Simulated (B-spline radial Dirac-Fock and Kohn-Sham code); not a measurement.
# An X-ray data sheet for Eu²⁺, step by step

Aim: for the Eu²⁺ ion, compute its X-ray form factor and Compton profile, the binding energy of each subshell and how cheaper methods do for the levels.

The numbers are computed with B-spline radial Dirac-Fock and Kohn-Sham code (version 3): a free atom or ion on a radial basis; each step names its model.

## 1. The system

Europium as Eu²⁺, configuration [Xe] 4f6 6s1 (not the ground configuration).

* nuclear charge: 63
* electrons: 61
* mass number: 153
* nuclear rms radius: 5.1115 fm

## 2. Scattering by the electron cloud

Model: Dirac-Fock average of configuration, finite nucleus; form factor of the spherical density, Waller-Hartree incoherent function, impulse-approximation Compton profiles.

The run's settings:

```ini
task = scatter
Z = 63
charge = 2
configuration = 1s2 2s2 2p6 3s2 3p6 3d10 4s2 4p6 4d10 4f6 5s2 5p6 6s1
mass_number = 153
rms_radius = 5.1115  # fm
s = [0.0, 0.05, 0.1, 0.15, 0.2, 0.25, 0.3, 0.35, 0.4, 0.45, 0.5, 0.6, 0.7, 0.8, 0.9, 1.0, 1.1, 1.2, 1.4, 1.6, 1.8, 2.0, 2.5, 3.0, 3.5, 4.0, 5.0, 6.0]  # 1/A
pz = [0, 0.1, 0.2, 0.3, 0.4, 0.5, 0.6, 0.8, 1.0, 1.2, 1.4, 1.6, 1.8, 2.0, 2.5, 3.0, 4.0, 5.0, 7.0, 10.0, 15.0, 20.0, 30.0, 40.0, 60.0, 100.0]  # a.u.
photon_energy = [1000, 2000, 5000, 10000, 17479.3, 30000, 200000, 1000000]  # eV
```

## 3. Hole states by ΔSCF

Model: Dirac-Fock average of configuration, Delta-SCF, finite nucleus, first-order Breit with its frequency dependence, self-energy and vacuum polarisation.

Settings, as recorded:

```ini
task = binding
```

## 4. Dirac PBE, for comparison

Model: Dirac-Kohn-Sham PBE, finite nucleus, spherical and without spin polarisation.

The run's settings:

```ini
task = binding-ladder
method = pbe,pbe
relativity = dirac
```

(Steps that only read results are left out.)

What does the calculation give? Wanted: rms radius of the electron cloud; form factor halves at; Compton profile at zero; deepest level listed, K; least bound, P1; Kα1; Dirac PBE, K: eigenvalue / ΔSCF.

**Answer**, as computed:

| quantity | value |
| --- | --- |
| rms radius of the electron cloud | 0.902 bohr |
| form factor halves at | 0.61 1/Å |
| Compton profile at zero | 9.023 1/a.u. |
| deepest level listed, K (1s) | 48546.4 eV |
| least bound, P1 (6s) | 18.15 eV |
| Kα1 | 41539.3 eV |
| Dirac PBE, K: eigenvalue / ΔSCF | 48335.8 / 48785.9 eV |

What this shows: f falls from 61 to half of that at s = 0.61 1/Å. Incoherent scattering outweighs coherent from 200 keV on, among the energies asked. For K (1s), relaxation takes off 76.5 eV, Breit terms shift it by -135.02 and QED by -69.75 eV. Dirac PBE misses the K level by -0.4 % with its eigenvalue and by +0.5 % with ΔSCF. Breit and QED terms, which only the reference holds, shift this level by tenths of a per cent, so the eigenvalue's nearness can be cancellation. The Hartree-Fock and Dirac-Fock values hold no electron correlation.
